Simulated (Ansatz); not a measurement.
**H4OS2Si: basis-set convergence**

One table from this session's results is given with a row withheld; the runs are named, their logs left out.

Program: Ansatz 0.2.0, Gaussian basis. Level of theory: one geometry, several basis sets. These are calculated values, not measurements.

The runs, in order: PBE0-D4/def2-SVP; ωB97M-V/def2-SVP; PBE0-D4/def2-QZVPP; ωB97M-V/def2-QZVPP; the functionals' def2-TZVPP values are taken from earlier runs.

## Structure used throughout

All runs share one geometry, relaxed beforehand with PBE0-D4 in a triple-zeta def2 set.

SMILES `O[SiH](S)S`, 8 atoms, charge 0, spin multiplicity 1.

Atoms are counted from 1 here; the program's logs count them from 0.

Bond lengths: O1–Si2 1.636 Å, O1–H5 0.959 Å, Si2–S3 2.136 Å, Si2–S4 2.133 Å, Si2–H6 1.475 Å, S3–H7 1.343 Å, S4–H8 1.344 Å. Angles: Si2–O1–H5 118.2°, O1–Si2–S3 106.5°, O1–Si2–S4 116.0°, O1–Si2–H6 105.2°, S3–Si2–S4 109.8°, S3–Si2–H6 114.5°, S4–Si2–H6 105.1°, Si2–S3–H7 94.2°, Si2–S4–H8 94.3°.

The first run:

Input file in.yaml:

```yaml
crystal:
  periodic: [false, false, false]
  atoms:
    - {symbol: O, position_ang: [-0.808886, 1.456750, -0.751428]}
    - {symbol: Si, position_ang: [0.070771, 0.521184, 0.261607]}
    - {symbol: S, position_ang: [1.617279, -0.361257, -0.917386]}
    - {symbol: S, position_ang: [-1.003315, -1.002078, 1.298286]}
    - {symbol: H, position_ang: [-1.227516, 1.038692, -1.506030]}
    - {symbol: H, position_ang: [0.550872, 1.436940, 1.313678]}
    - {symbol: H, position_ang: [1.910534, -1.302668, -0.005730]}
    - {symbol: H, position_ang: [-1.017438, -1.844664, 0.251203]}
basis:
  gaussian: {orbitals: def2-SVP}
hamiltonian: {xc: pbe0, dispersion: d4}
output: {orbitals: {seedname: orbitals}}
```

Command:

```console
ansatz run in.yaml --threads 2 --pin off --events-out ev --progress --plain --max-ram 4352MiB
```

Steps of the session up to this table: PBE0-D4 in def2-SVP; ωB97M-V in def2-SVP; PBE0-D4 in def2-QZVPP; ωB97M-V in def2-QZVPP.

One table of the session follows, with a row left open; its other results are not shown here.

It belongs to the step «Functionals by basis». 

```
functional       basis  HOMO (eV)  LUMO (eV)
   PBE0-D4    def2-SVP      -7.55       0.30
   PBE0-D4  def2-TZVPP      -7.66      -0.19
   PBE0-D4  def2-QZVPP      -7.69      -0.35
   ωB97M-V    def2-SVP          ?          ?
   ωB97M-V  def2-TZVPP      -9.83       1.65
   ωB97M-V  def2-QZVPP      -9.87       1.22
```

**Question.** Estimate the row for ωB97M-V, def2-SVP.

The run gave: HOMO (eV): -9.68; LUMO (eV): 2.30. In the column «HOMO (eV)» it lies between ωB97M-V, def2-TZVPP (-9.83) and PBE0-D4, def2-QZVPP (-7.69).
